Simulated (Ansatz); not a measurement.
# W (bcc type): the cost of one run

Program: Ansatz 0.2.0. Level of theory: DFT LDA, with the methods named in each step. These are calculated values, not measurements.

1 further run of the same task is left out (it didn't finish).

## 1. Starting point

Symmetry: Im-3m, No. 229, cubic system. Conventional cell: a = 3.135 Å, b = 3.135 Å, c = 3.135 Å, α = 90.00°, β = 90.00°, γ = 90.00°. W (site symmetry m-3m) is surrounded by 8 W at 2.71 Å.

Structure file:

```
CELL_PARAMETERS angstrom
-1.56747 1.56747 1.56747
1.56747 -1.56747 1.56747
3.13494 3.13494 0.00000
ATOMIC_POSITIONS crystal
W 0.00000 0.00000 0.00000
W 0.50000 0.50000 0.50000
```

Atoms are numbered in the order of the input: W1, W2.

## 2. Bulk in the slab's orientation, LAPW

Contents of input.yaml:

```yaml
crystal:
  lattice:
    - [-1.5674688685, 1.5674688685, 1.5674688685]
    - [1.5674688685, -1.5674688685, 1.5674688685]
    - [3.134937737, 3.134937737, 0.0]
  atoms:
    - { symbol: W, position: [0.0, 0.0, 0.0] }
    - { symbol: W, position: [0.5, 0.5, 0.5] }
kpoints:
  mp_grid: { grid: [14, 14, 8] }
scf:
  occupations: { method: fermi_dirac, width: 0.1 }
hamiltonian:
  xc: lda
  pseudopotentials: { kind: all_electron, lapw: { basis_error: 0.001 } }
output:
  forces: true
  stress: true
  eigenvalues: true
```

Launch:

```bash
ansatz run input.yaml --threads 1 --pin off --max-ram 3584MiB --backend cpu --events-out ev --progress --plain --runs-dir out
```

**Question.** How long does this run take on 1 thread of Intel Xeon Platinum 8259CL at 2.50GHz (Skylake/Cascade Lake), shared host, and how much memory does it need?

About 3.3 min, with a peak of 1.2 GiB.
